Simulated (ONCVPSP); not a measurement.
# Ge: the cost of one run

The numbers are computed with ONCVPSP 4.0.1.1 (patched build) (LDA (Perdew-Wang 92), scalar-relativistic, spin-unpolarised reference atom).

### 1 The design

Typed settings, in words:

```
element                 : germanium (Ge, Z = 32)
type                    : optimised norm-conserving Vanderbilt (ONCV)
frozen core             : [Ne]
valence charge          : 22
reference configuration : 3s2 3p6 3d10 4s2 4p2
partial waves           : 3s+4s: rc 1.05 bohr, ncon 3, nbas 8, qcut 11.1 1/bohr, 2 projectors; 3p+4p: rc 0.95 bohr, ncon 4, nbas 7, qcut 12.3 1/bohr, 2 projectors; 3d: rc 1.05 bohr, ncon 4, nbas 9, qcut 16.5 1/bohr, 2 projectors, debl 3.5 Ha
local potential         : polynomial inside 0.60 bohr (lpopt 5, dvloc0 1 Ha)
core correction         : Teter function, fcfact 4.75, rcfact 1.1
```

The nodes and maxima of the atom's own shells, from an earlier all-electron run, set the scale for the radii.

All-electron outer shells of the reference configuration (LDA (PZ), scalar-relativistic, ld1.x):

```csv
shell,level (eV),outermost node (bohr),outermost maximum (bohr)
2s,-1369.45,0.06,0.18
2p,-1198.06,–,0.14
3s,-167.73,0.26,0.54
3p,-115.38,0.23,0.54
3d,-29.55,–,0.50
4s,-11.95,0.77,1.73
4p,-4.05,0.82,2.19
```

### 2 The generation run

Ge.dat reads:

```
# ATOM AND REFERENCE CONFIGURATION
# atsym  z   nc   nv     iexc    psfile
  Ge 32.00    3    5  -001012      upf
#
#   n    l    f
    1    0    2.00
    2    0    2.00
    2    1    6.00
    3    0    2.00
    3    1    6.00
    3    2   10.00
    4    0    2.00
    4    1    2.00
#
# PSEUDOPOTENTIAL AND OPTIMIZATION
# lmax
    2
#
#   l,   rc,      ep,       ncon, nbas, qcut
    0    1.05    0.00    3    8   11.10
    1    0.95    0.00    4    7   12.30
    2    1.05    0.00    4    9   16.50
#
# LOCAL POTENTIAL
# lloc, lpopt,  rc(5),   dvloc0
    4    5    0.60    1.00
#
# VANDERBILT-KLEINMAN-BYLANDER PROJECTORs
# l, nproj, debl
    0    2    1.20
    1    2    2.30
    2    2    3.50
#
# MODEL CORE CHARGE
# icmod, fcfact, rcfact
    3    4.75    1.10
#
# LOG DERIVATIVE ANALYSIS
# epsh1, epsh2, depsh
   -8.00    5.00    0.04
#
# OUTPUT GRID
# rlmax, drl
    6.00    0.01
#
# TEST CONFIGURATIONS
# ncnf
    4
# nvcnf
#   n    l    f
    5
    3    0    2.00
    3    1    6.00
    3    2   10.00
    4    0    2.00
    4    1    1.00
#
    5
    3    0    2.00
    3    1    6.00
    3    2   10.00
    4    0    2.00
    4    1    0.00
#
    5
    3    0    2.00
    3    1    6.00
    3    2   10.00
    4    0    1.00
    4    1    0.00
#
    5
    3    0    2.00
    3    1    6.00
    3    2   10.00
    4    0    1.00
    4    1    2.00
#
```

On the command line:

```console
oncvpsp.x < Ge.dat > Ge.out
```

**Question.** How long does this run take on 1 thread of Neoverse-N1, shared host?

About 5.9 s.
